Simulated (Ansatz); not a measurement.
# CH₆B₂FN: one species, many methods

An exercise on one series of results from a longer session: the logs are not shown, and one member is left open.

The runs use Ansatz 0.2.0, Gaussian basis; functionals in def2-TZVPP, the program's frozen cores in correlated methods.

Levels to be run: LDA (SPW92), PBE-D4, revPBE-D4, BLYP-D4, r2SCAN-D4, B97M-V, PBE0-D4, B3LYP-D4, r2SCANh-D4, r2SCAN0-D4, HSE06-D4, BHLYP-D4, CAM-B3LYP-D4, LC-ωPBE, ωB97X-V, ωB97M-V, B2PLYP, PBE-QIDH; CCSD(T)/def2-SVP; CCSD(T)/def2-TZVPP; MP2/def2-QZVPP; extrapolation to the limit; RPA on PBE.

### The relaxed structure

The geometry comes from an earlier relaxation with PBE0-D4 in a triple-zeta def2 set; it is a stationary point, not always the lowest conformer.

11 atoms, charge 0, spin multiplicity 1.

Atoms are counted from 1 here; the program's logs count them from 0.

Bond lengths: B1–B2 1.659 Å, B1–H6 1.193 Å, B1–H7 1.198 Å, B1–H8 1.381 Å, B2–C3 1.494 Å, B2–F5 1.350 Å, B2–H8 1.346 Å, C3–N4 1.333 Å, C3–H9 1.090 Å, N4–H10 1.007 Å, N4–H11 1.007 Å. Angles: B2–B1–H6 123.8°, B2–B1–H7 114.6°, B2–B1–H8 51.6°, H6–B1–H7 121.6°, H6–B1–H8 105.5°, H7–B1–H8 109.9°, B1–B2–C3 99.8°, B1–B2–F5 126.1°, B1–B2–H8 53.5°, C3–B2–F5 127.3°, C3–B2–H8 113.3°, F5–B2–H8 114.4°, B2–C3–N4 129.7°, B2–C3–H9 116.4°, N4–C3–H9 113.6°, C3–N4–H10 119.0°, C3–N4–H11 120.6°, H10–N4–H11 115.7° and more.

Set-up of the first run:

The input, in.yaml:

```yaml
crystal:
  periodic: [false, false, false]
  atoms:
    - {symbol: B, position_ang: [-1.222689, 0.725463, 0.221486]}
    - {symbol: B, position_ang: [0.380062, 0.764504, 0.646798]}
    - {symbol: C, position_ang: [0.942259, -0.147863, -0.393531]}
    - {symbol: N, position_ang: [0.708102, -1.442705, -0.607088]}
    - {symbol: F, position_ang: [1.012534, 1.778572, 1.273973]}
    - {symbol: H, position_ang: [-1.745031, -0.205457, -0.311007]}
    - {symbol: H, position_ang: [-1.836049, 1.716753, 0.497512]}
    - {symbol: H, position_ang: [-0.622790, 0.212361, 1.354204]}
    - {symbol: H, position_ang: [1.556833, 0.316706, -1.164661]}
    - {symbol: H, position_ang: [0.119909, -1.945900, 0.036977]}
    - {symbol: H, position_ang: [0.772160, -1.829334, -1.534163]}
basis:
  gaussian: {orbitals: def2-TZVPP}
hamiltonian: {xc: lda}
output: {orbitals: {seedname: orbitals}}
```

Among the steps run: LDA; PBE-D4 (GGA); revPBE-D4 (GGA); BLYP-D4 (GGA); r2SCAN-D4 (meta-GGA); B97M-V (meta-GGA); PBE0-D4 (hybrid); B3LYP-D4 (hybrid); r2SCANh-D4 (hybrid); r2SCAN0-D4 (hybrid); HSE06-D4 (hybrid); BHLYP-D4 (hybrid); CAM-B3LYP-D4 (range-separated); LC-ωPBE (range-separated); ωB97X-V (range-separated); ωB97M-V (range-separated); B2PLYP (double hybrid); PBE-QIDH (double hybrid).

One table of the session follows, with a row left open; its other results are not shown here.

It belongs to the step «Frontier levels by functional». 

| functional | HOMO (eV) | gap (eV) |
| --- | --- | --- |
| LDA (SPW92) | ? | ? |
| PBE-D4 | -5.34 | 3.25 |
| revPBE-D4 | -5.27 | 3.27 |
| BLYP-D4 | -5.21 | 3.24 |
| r2SCAN-D4 | -5.50 | 3.60 |
| B97M-V | -5.59 | 3.66 |
| PBE0-D4 | -6.36 | 5.15 |
| B3LYP-D4 | -6.19 | 4.75 |
| r2SCANh-D4 | -5.89 | 4.31 |
| r2SCAN0-D4 | -6.48 | 5.38 |
| HSE06-D4 | -5.97 | 4.38 |
| BHLYP-D4 | -7.28 | 7.04 |
| CAM-B3LYP-D4 | -7.59 | 7.42 |
| LC-ωPBE | -8.78 | 9.70 |
| ωB97X-V | -8.49 | 9.36 |
| ωB97M-V | -8.40 | 9.13 |

Q: Estimate the row for LDA (SPW92) from the others.

As computed: HOMO (eV): -5.50; gap (eV): 3.20.
